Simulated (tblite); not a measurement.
# GFN2-xTB run of C2H4AlCl (SMILES [Cl][Al]1[CH2][CH2]1)

Aim: a geometry optimisation of C2H4AlCl. The job is set up through a Python script.

The calculation is run with tblite 0.8.0.

26 further runs of the same task are left out: 26 set aside as unsound or not needed.

### Step 1. The structure to begin with

C2H4AlCl has 8 atoms, charge 0, and is taken as a singlet. As SMILES, `[Cl][Al]1[CH2][CH2]1`. Geometry: a GFN2-xTB relaxation, a rough one for these elements and not checked as a minimum. The run starts from this shape.

Bond lengths: Cl1–Al2 2.018 Å, Al2–C3 1.941 Å, Al2–C4 1.940 Å, C3–H5 1.088 Å, C3–H6 1.088 Å, C4–H7 1.088 Å, C4–H8 1.089 Å. Angles: Cl1–Al2–C3 154.7°, Cl1–Al2–C4 154.8°, C3–Al2–C4 50.5°, Al2–C3–H5 124.9°, Al2–C3–H6 125.6°, Al2–C4–H7 125.6°, Al2–C4–H8 124.9°, H5–C3–H6 107.3°, H7–C4–H8 107.3°. A long bond or contact: C3–C4 1.656 Å.

### Step 2. A geometry optimisation at GFN2-xTB

The input, input.xyz:

```xyz
8
start geometry
Cl     0.055740    -1.076250     3.155770
Al     0.021570    -0.425780     1.245600
C      0.240690     0.890420    -0.163390
C     -0.255510    -0.607730    -0.666240
H      1.192290     1.167550    -0.613300
H     -0.478950     1.662970    -0.426070
H      0.448020    -1.048660    -1.369720
H     -1.223850    -0.562520    -1.162650
```

The input, job.py:

```python
"""GFN2-xTB geometry optimisation"""
import json
import numpy as np
from tblite.interface import Calculator
from tblite.interface import symbols_to_numbers
from scipy.optimize import minimize

symbols = list(map(str, np.loadtxt("input.xyz", skiprows=2, usecols=0, dtype=str, ndmin=1)))
numbers = np.array(symbols_to_numbers(symbols))
positions = np.loadtxt("input.xyz", skiprows=2, usecols=(1, 2, 3), ndmin=2) / 0.52917721

xtb = Calculator("GFN2-xTB", numbers, positions, charge=0, uhf=0)
xtb.set("verbosity", 0)
xtb.set("accuracy", 0.01)
last, frames, energies, grads = [None], [], [], []

def fun(x):
    xtb.update(x.reshape(-1, 3))
    last[0] = xtb.singlepoint(last[0])
    return float(last[0].get('energy')), last[0].get('gradient').ravel()

def show(x):
    e, g = fun(x)
    frames.append(x.reshape(-1, 3).tolist())
    energies.append(e)
    grads.append(g.reshape(-1, 3).tolist())
    print(f"{len(energies) - 1:4d} {e:16.9f} {np.abs(g).max():12.3e} {np.linalg.norm(g):12.3e}")

print("step      energy/Eh       max grad     grad norm")
show(positions.ravel())
opt = minimize(fun, positions.ravel(), jac=True, method="BFGS", callback=show, options={"gtol": 3e-05, "maxiter": 500})
print("converged:", opt.success, "-", opt.message)
fun(opt.x)
result = last[0]
final = opt.x.reshape(-1, 3)
print("final geometry (angstrom)")
for s, p in zip(symbols, final * 0.529177210903):
    print(f"{s:<2} {p[0]:12.6f} {p[1]:12.6f} {p[2]:12.6f}")
print(f"E(total): {result.get('energy') * 627.5095:.8f} kcal/mol")
eps = np.atleast_2d(result.get("orbital-energies")) * 27.211386
occ = np.atleast_2d(result.get("orbital-occupations"))
filled = occ.sum(axis=0) if eps.shape[0] == 1 else occ[0]
homo = np.nonzero(filled > 0.5)[0].max()
print("  MO   occupation   energy/eV")
for i in range(max(0, homo - 4), min(eps.shape[1], homo + 5)):
    print(f"{i + 1:4d} {filled[i]:10.4f} {eps[0, i]:12.4f}")
mu = result.get("dipole") * 2.541746
print(f"Dipole moment: {np.linalg.norm(mu):.4f} D, components " + " ".join(f"{c:.4f}" for c in mu))
q = result.get("charges")
print("Charges:", " ".join(f"{s}{i + 1}={c:+.4f}" for i, (s, c) in enumerate(zip(symbols, q))))
out = {k: np.asarray(result.get(k)).tolist() for k in ("energy", "gradient", "charges", "dipole", "orbital-energies", "orbital-occupations")}
out.update(symbols=symbols, positions=(positions * 0.529177210903).tolist(), final=final.tolist(), frames=frames, step_energies=energies, grads=grads, success=bool(opt.success))
json.dump(out, open("results.json", "w"))
```

On the command line:

```console
$ python job.py
```

**Question.** What will come out? Wanted: total energy at the end; dipole moment; HOMO energy; LUMO energy; HOMO–LUMO gap.

Answer, from the run:

At GFN2-xTB:

| quantity | value |
| --- | --- |
| total energy at the end | -11.91140 Eh |
| dipole moment | 0.53 D |
| HOMO energy | -8.93 eV |
| LUMO energy | -6.94 eV |
| HOMO–LUMO gap | 1.99 eV |

**Reading.** At the final geometry: Bond lengths: Cl1–Al2 2.018 Å, Al2–C3 1.941 Å, Al2–C4 1.941 Å, C3–H5 1.089 Å, C3–H6 1.089 Å, C4–H7 1.089 Å, C4–H8 1.089 Å. Angles: Cl1–Al2–C3 154.7°, Cl1–Al2–C4 154.8°, C3–Al2–C4 50.5°, Al2–C3–H5 124.9°, Al2–C3–H6 125.6°, Al2–C4–H7 125.6°, Al2–C4–H8 124.9°, H5–C3–H6 107.3°, H7–C4–H8 107.3°. A long bond or contact: C3–C4 1.656 Å. The optimisation took 13 steps and changed the energy by -0.000 eV.
